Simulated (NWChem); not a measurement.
**One shape, several levels: C3H6Be (BeMe(vinyl))**

We compute a comparison of 5 runs (HF/STO-3G, HF/3-21G, B3LYP/6-31G*, SVWN5/pcseg-1) of C3H6Be (BeMe(vinyl)). 

The calculation is run with NWChem 7.3.0.

## Step 1: The system as given

The species is C3H6Be (10 atoms), meant as a singlet with charge 0. SMILES: `C=[CH][Be][CH3]`. The shape comes from GFN2-xTB, which is rough for such elements, and wasn't checked as a minimum.

Bond lengths: Be1–C2 1.726 Å, Be1–C6 1.705 Å, C6–C7 1.333 Å, C2–H3 1.091 Å, C2–H4 1.091 Å, C2–H5 1.091 Å, C6–H8 1.092 Å, C7–H9 1.080 Å, C7–H10 1.085 Å. Some angles: C2–Be1–C6 178.2°, Be1–C6–C7 124.5°, Be1–C2–H3 114.3°, Be1–C2–H4 114.4°, Be1–C2–H5 113.7°, Be1–C6–H8 122.7°, C7–C6–H8 112.8°, C6–C7–H9 122.3°, C6–C7–H10 123.2°, H3–C2–H4 104.5°.

## Step 2: Energy and gradient at HF/STO-3G (run 1)

nw.nw reads:

```
start nw
memory 2200 mb
geometry units bohr noautosym nocenter noautoz
Be  -0.14477192  -0.55402991   0.72529578
C   -0.16954623  -0.61045713   3.98701977
H   -1.39221793   0.80591150   4.85068130
H    1.67253990  -0.30059873   4.85757880
H   -0.81749552  -2.40010336   4.78030790
C   -0.15204736  -0.59399761  -2.49714079
C    0.38198924   1.39450450  -3.94835597
H   -0.61272480  -2.28120179  -3.59108435
H    0.87169287   3.21516113  -3.16744555
H    0.36254396   1.32483029  -5.99683799
end
basis spherical bse
* library STO-3G
end
scf
thresh 1e-08
maxiter 80
noprint "final vectors analysis"
end
task scf gradient
```

On the command line:

```console
nwchem nw.nw > nw.out
```

Standard output:

```text
[...]
  functions       =    26
[...]
  wavefunction    = RHF
[...]
         Total SCF energy =   -130.098014620624
      One-electron energy =   -333.152876537298
      Two-electron energy =    123.445127137006
 Nuclear repulsion energy =     79.609734779668
        Time for solution =      0.7s
[...]
                         RHF ENERGY GRADIENTS
    atom               coordinates                        gradient
                 x          y          z           x          y          z
   1 Be     -0.144772  -0.554030   0.725296    0.000522   0.001994   0.001813
   2 C      -0.169546  -0.610457   3.987020   -0.000080  -0.000473  -0.011190
   3 H      -1.392218   0.805912   4.850681   -0.000372   0.000202   0.008381
   4 H       1.672540  -0.300599   4.857579    0.000404  -0.000095   0.008504
   5 H      -0.817496  -2.400103   4.780308   -0.000319  -0.000904   0.008721
   6 C      -0.152047  -0.593998  -2.497141   -0.002465  -0.010735   0.010158
   7 C       0.381989   1.394505  -3.948356    0.003327   0.012618  -0.017738
   8 H      -0.612725  -2.281202  -3.591084   -0.000208   0.000228  -0.008813
   9 H       0.871693   3.215161  -3.167446   -0.001085  -0.003570   0.000091
  10 H       0.362544   1.324830  -5.996838    0.000275   0.000736   0.000072
[...]
```

It took 1.3 s on 1 thread of AMD EPYC 9R45 (Zen 5), shared host; peak memory 0.099 GiB.

## Step 3: Energy and forces at HF/3-21G (run 2)

run.py reads:

```python
from ase import Atoms
from ase.calculators.nwchem import NWChem

atoms = Atoms(['Be', 'C', 'H', 'H', 'H', 'C', 'C', 'H', 'H', 'H'], positions=[
    [-0.076610, -0.293180, 0.383810],
    [-0.089720, -0.323040, 2.109840],
    [-0.736730, 0.426470, 2.566870],
    [0.885070, -0.159070, 2.570520],
    [-0.432600, -1.270080, 2.529630],
    [-0.080460, -0.314330, -1.321430],
    [0.202140, 0.737940, -2.089380],
    [-0.324240, -1.207160, -1.900320],
    [0.461280, 1.701390, -1.676140],
    [0.191850, 0.701070, -3.173390],
])

calc = NWChem(
    label='c3h6be',
    theory='scf',
    memory='2200 mb',
    basis='3-21G',
    basispar='spherical bse',
    scf={'nopen': '0', 'rhf': None, 'thresh': '1e-08', 'maxiter': '80'},
)
atoms.calc = calc

forces = atoms.get_forces()
print(f"energy = {atoms.get_potential_energy():.6f} eV")
print("forces (eV/A):")
for s, f in zip(atoms.symbols, forces):
    print(f"{s:2s} {f[0]:10.5f} {f[1]:10.5f} {f[2]:10.5f}")
print("dipole (e A):", atoms.get_dipole_moment().round(4))
```

On the command line:

```console
export ASE_NWCHEM_COMMAND="nwchem PREFIX.nwi > PREFIX.nwo"
python run.py
```

Standard output:

```text
energy = -3564.290863 eV
forces (eV/A):
Be   -0.02252   -0.08752    0.21916
C     0.00900    0.02869    0.43508
H    -0.12850    0.15334   -0.25814
H     0.19618    0.03713   -0.26359
H    -0.06417   -0.17422   -0.27552
C    -0.05816   -0.14383   -0.55186
C     0.07970    0.28246    0.04535
H     0.01208   -0.00149    0.42156
H    -0.01548   -0.07688   -0.07148
H    -0.00818   -0.01774    0.29953
dipole (e A): [ 0.0054  0.0223 -0.0285]
```

The calculator wrote c3h6be.nwi:

```
title "c3h6be"

permanent_dir c3h6be

scratch_dir c3h6be

start c3h6be

geometry units angstrom nocenter noautosym noautoz
  Be -7.6609999999999998e-02 -2.9318000000000000e-01 3.8380999999999998e-01
  C  -8.9719999999999994e-02 -3.2303999999999999e-01 2.1098400000000002e+00
  H  -7.3673000000000000e-01 4.2647000000000002e-01 2.5668700000000002e+00
  H  8.8507000000000002e-01 -1.5906999999999999e-01 2.5705200000000001e+00
  H  -4.3259999999999998e-01 -1.2700800000000001e+00 2.5296300000000000e+00
  C  -8.0460000000000004e-02 -3.1433000000000000e-01 -1.3214300000000001e+00
  C  2.0213999999999999e-01 7.3794000000000004e-01 -2.0893799999999998e+00
  H  -3.2423999999999997e-01 -1.2071600000000000e+00 -1.9003200000000000e+00
  H  4.6128000000000002e-01 1.7013900000000000e+00 -1.6761400000000000e+00
  H  1.9184999999999999e-01 7.0106999999999997e-01 -3.1733899999999999e+00
end

memory 2200 mb

basis spherical bse noprint
   * library 3-21G
end

scf
  nopen 0
  rhf
  thresh 1e-08
  maxiter 80
end

task scf gradient
```

c3h6be.nwo:

```text
Northwest Computational Chemistry Package (NWChem) 7.3.0
             --------------------------------------------------------

           Job information
           ---------------

    nwchem branch   = 7.3.0
    use scalapack   = T
    input           = c3h6be.nwi
    prefix          = c3h6be.
    data base       = c3h6be/c3h6be.db
    status          = startup
    nproc           =        1

           Memory information
           ------------------

[... 5 lines left out ...]
    hardfail = no
[... 134 lines left out ...]
         Quadratically convergent ROHF
[... 14 lines left out ...]
       Final RHF  results
[... 4 lines left out ...]
      Two-electron energy =    122.301575993185
[... 33 lines left out ...]
                       ROHF Final Molecular Orbital Analysis
[... 227 lines left out ...]
                 ----------------------------------------
                 |  Time  |  1-e(secs)   |  2-e(secs)   |
                 ----------------------------------------
                 |  CPU   |       0.00   |       0.10   |
                 ----------------------------------------
                 |  WALL  |       0.00   |       0.10   |
                 ----------------------------------------

 Task  times  cpu:        0.9s     wall:        0.9s
 Total times  cpu:        0.9s     wall:        0.9s
```

It took 1.6 s on 1 thread of AMD EPYC 9R45 (Zen 5), shared host; peak memory 0.1 GiB.

Runs 3 to 4 aren't shown in full; the table further down has their settings and results.

## Step 4: Energy and forces at SVWN5/pcseg-1 (run 5)

sp.nw reads:

```
start sp
memory 2200 mb
geometry units angstrom noautosym nocenter noautoz
  Be    -0.076610    -0.293180     0.383810
  C     -0.089720    -0.323040     2.109840
  H     -0.736730     0.426470     2.566870
  H      0.885070    -0.159070     2.570520
  H     -0.432600    -1.270080     2.529630
  C     -0.080460    -0.314330    -1.321430
  C      0.202140     0.737940    -2.089380
  H     -0.324240    -1.207160    -1.900320
  H      0.461280     1.701390    -1.676140
  H      0.191850     0.701070    -3.173390
end
basis spherical bse
  * library pcseg-1
end
dft
  xc slater vwn_5
  grid xfine
  convergence energy 1e-08
  maxiter 100
  mulliken
end
task dft gradient
```

On the command line:

```console
nwchem sp.nw > sp.out
```

Standard output:

```text
[...]
          Wavefunction type:  closed shell.
          No. of atoms     :    10
          No. of electrons :    28
[...]
          Charge           :     0
          Spin multiplicity:     1
[...]
          AO basis - number of functions:    81
[...]
              XC Information
              --------------
                        Slater Exchange Functional  1.000 local
                      VWN V Correlation Functional  1.000 local
[...]
 d= 0,ls=0.0,diis     1   -131.2304317539 -2.11D+02  8.79D-03  4.82D-01     1.0
[...]
 d= 0,ls=0.0,diis    10   -131.2702996350 -2.64D-09  8.76D-07  9.29D-09     6.2
         Total DFT energy =     -131.270299634970
      One electron energy =     -334.095572453238
           Coulomb energy =      143.172369083643
    Exchange-Corr. energy =      -19.956836807416
 Nuclear repulsion energy =       79.609740542041
[...]
      Total Density - Mulliken Population Analysis
     ---------------------------------------------
    Atom       Charge   Shell Charges
 -----------   ------   -------------------------------------------------------
    1 Be   4     3.28   1.99  0.48  0.11  0.55  0.15
    2 C    6     6.78   1.99  0.71  0.56  2.19  1.32  0.01
    3 H    1     0.86   0.72  0.12  0.02
    4 H    1     0.86   0.72  0.12  0.02
    5 H    1     0.86   0.72  0.12  0.02
    6 C    6     6.50   1.99  0.74  0.58  2.10  1.07  0.02
    7 C    6     6.22   1.99  0.74  0.44  2.11  0.91  0.03
    8 H    1     0.88   0.73  0.13  0.02
    9 H    1     0.88   0.74  0.12  0.02
   10 H    1     0.88   0.74  0.12  0.02
[...]
  wavefunction    = closed shell
[...]
```

Wall time 8.4 s (1 thread of AMD EPYC 9R45 (Zen 5), shared host); peak memory 0.15 GiB.

## Step 5: Overview of the runs

```tsv
run	level	iteration cap	module	energy (Eh)	dipole moment (D)	largest force (eV/Å)	wall time
1	HF/STO-3G	80	scf	-130.098015	0.14	1.132	1.3 s
2	HF/3-21G	80	scf	-130.985274	0.18	0.573	1.6 s
3	B3LYP/6-31G* (spherical functions)	100	dft	-132.654693	–	0.941	16 s
4	B3LYP/6-31G* (Cartesian functions)	100	dft	-132.657306	0.11	0.924	17 s
5	SVWN5/pcseg-1	100	dft	-131.270300	0.10	1.211	8.4 s
```

## Step 6: Results

| quantity | value |
| --- | --- |
| run 5: total energy | -131.27030 Eh |
| run 5: dipole moment | 0.10 D |
| run 5: HOMO energy | -6.86 eV |
| run 5: LUMO energy | -1.86 eV |
| run 5: HOMO–LUMO gap | 5.00 eV |
| run 5: largest force on an atom | 1.211 eV/Å |

Over runs 1, 2, 4, 5 the dipole moment (its size) runs from 0.10 D (SVWN5/pcseg-1) to 0.18 D (HF/3-21G). The two ends differ in method and basis. Totals of different functionals can't be ranked against each other. In run 1 the basis is minimal, so the values are rough. All runs together took 44 s, the longest 17 s.
